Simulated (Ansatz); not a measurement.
Working through a check of PAW against all-electron LAPW of Li, space group P2_13

With Ansatz 0.2.0, Python API.

Typed at the interpreter:
```pycon
>>> from dataclasses import dataclass
>>> import ansatz as az
>>> import numpy as np
>>> import pandas as pd
>>> @dataclass
... class Options:
...     xc: str = 'pbesol'
...
>>> opts = Options()
>>> def count_gap(report):
...     # lowest empty less highest filled band, counting bands; zero where they overlap
...     return max(report.get('gap_by_band_count_ev') or 0.0, 0.0)
...
>>> structure = (
...     az.Lattice.of((4.45444033, 0.0, 0.0), (0.0, 4.45444033, 0.0), (0.0, 0.0, 4.45444033))
...     .atom('Li', (0.874568, 0.125432, 0.625432))
...     .atom('Li', (0.374568, 0.374568, 0.374568))
...     .atom('Li', (0.125432, 0.625432, 0.874568))
...     .atom('Li', (0.625432, 0.874568, 0.125432))
... )
>>> structure.resolved().tree()['lattice']
((4.45444033, 0.0, 0.0), (0.0, 4.45444033, 0.0), (0.0, 0.0, 4.45444033))
>>> calculation = (
...     structure.calculation()
...     .functional(opts.xc)
...     .kpoints(5)
...     .occupations(az.OccupationsMethod.COLD)
...     .stress()
...     .forces()
...     .band_table()
... )
>>> variants = {
...     'PAW': calculation.pseudopotentials('paw'),
...     'LAPW': calculation.pseudopotentials('all_electron', lapw=True),
... }
>>> # totals differ by the cores that each treatment holds, so compare what does not depend on them
>>> rows = []
>>> for label, variant in variants.items():
...     r = variant.run(threads=1).report
...     levels = np.array(r['eigenvalues_ev'][0]) - r['fermi_energy_ev']
...     print(label, 'levels at the first k-point near E_F:', np.round(levels[np.abs(levels) < 5], 3))
...     rows.append((label, r['n_electrons'], np.trace(r['stress_gpa']) / 3, count_gap(r)))
...
DeckWarning: basis.ecutwfc = 420 eV, auto-derived from the records' recommended cutoffs: set by Li (normal level)
PAW levels at the first k-point near E_F: [-3.594  2.113  2.113  2.113  2.288  2.288]
LAPW levels at the first k-point near E_F: [-3.593  2.113  2.113  2.113  2.289  2.289]
>>> print(pd.DataFrame(rows, columns=['treatment', 'electrons in bands', 'P GPa', 'gap by band count eV']).round(4).to_string(index=False))
treatment  electrons in bands  P GPa  gap by band count eV
      PAW                12.0 0.3082                   0.0
     LAPW                12.0 0.3061                   0.0
```

PAW gives 0.308 GPa and LAPW 0.306 GPa, 0.002 GPa apart. They took 1.1 and 1.8 s of processor time.

Notes:
- The computed bands are complete only to about 2.1 eV above the Fermi level.
- The mesh is modest for a metal, so energies can be off by several to tens of meV an atom and pressures by half a GPa or more; differences at equal mesh fare better.
- Within a few hundredths of an angstrom the cell has the higher group P4_132; the lower one is a small distortion.
- A gap by band count of zero or less means overlapping bands, a metal.
- This isn't the structure that Li takes at ambient conditions.
- Gaps and levels are Kohn-Sham values on a finite set of k-points.
- Warnings are shown shortened and without file and line.
- Pressure is positive in compression; the treatments may keep other shells as core, so totals and counts of electrons can differ.
- Wall time of the script: 3.7 s on 1 thread of Arm Neoverse V1 (shared host), peak memory 0.39 GiB.

(A comment or docstring line of the script was reworded after the run, the code is as it ran; lines on the test bed's own set-up are left out of the output.)
